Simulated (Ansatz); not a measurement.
**MgZnH2: one structure at several levels**

The task here is to estimate one member of a computed series from the others.

The runs use Ansatz 0.2.0, Gaussian basis; single points in def2-TZVPP.

Cores are frozen in the correlated methods. The 3s and 3p shells of Cu and Zn are frozen; filled d shells are correlated. The outer core shell of Li, Na, Mg and K is correlated.

## Starting geometry

SMILES `[MgH][ZnH]`, 4 atoms, charge 0, spin multiplicity 1.

Atoms are counted from 1 here; the program's logs count them from 0.

Bond lengths: Mg1–Zn2 2.484 Å, Mg1–H3 1.705 Å, Zn2–H4 1.647 Å. Angles: Zn2–Mg1–H3 179.2°, Mg1–Zn2–H4 178.4°.

As a file:

| atom | x (Å) | y (Å) | z (Å) |
| --- | --- | --- | --- |
| Mg1 | 0.1446 | -1.0389 | 0.5865 |
| Zn2 | -0.1532 | 1.1295 | -0.5882 |
| H3 | 0.3514 | -2.5380 | 1.3730 |
| H4 | -0.3267 | 2.5501 | -1.4032 |

Set-up of the first run:

run/in.yaml

```yaml
crystal:
  periodic: [false, false, false]
  atoms:
    - {symbol: Mg, position_ang: [0.144600, -1.038900, 0.586500]}
    - {symbol: Zn, position_ang: [-0.153200, 1.129500, -0.588200]}
    - {symbol: H, position_ang: [0.351400, -2.538000, 1.373000]}
    - {symbol: H, position_ang: [-0.326700, 2.550100, -1.403200]}
basis:
  gaussian: {orbitals: def2-TZVPP}
correlation: {method: ccsd_t, frozen_orbitals: {H: 0, Mg: 1, Zn: 9}}
output: {forces: true}
```

The command line of these runs was not kept.

Among the steps run: CCSD(T)/def2-TZVPP; PBE0-D4/def2-TZVPP; wB97M-V/def2-TZVPP; r2SCAN-D4/def2-TZVPP; PBE-D4/def2-TZVPP; B97M-V/def2-TZVPP; wB97X-V/def2-TZVPP.

One of the session's tables, all rows but one given; the rest of the session is left out.

| method | RMS force component (eV/Å) | angle to CCSD(T) forces (°) | dipole (D) |
| --- | --- | --- | --- |
| CCSD(T) | 0.554 | reference | 0.31 |
| PBE0-D4 | 0.506 | 3.9 | 0.26 |
| wB97M-V | 0.482 | 1.9 | 0.30 |
| r2SCAN-D4 | 0.513 | 3.8 | 0.36 |
| PBE-D4 | ? | ? | ? |
| B97M-V | 0.495 | 7.0 | 0.26 |
| wB97X-V | 0.526 | 2.0 | 0.29 |

Q: Estimate the row for PBE-D4 from the others.

As computed: RMS force component (eV/Å): 0.464; angle to CCSD(T) forces (°): 6.9; dipole (D): 0.29. In the column «RMS force component (eV/Å)» it is the lowest.
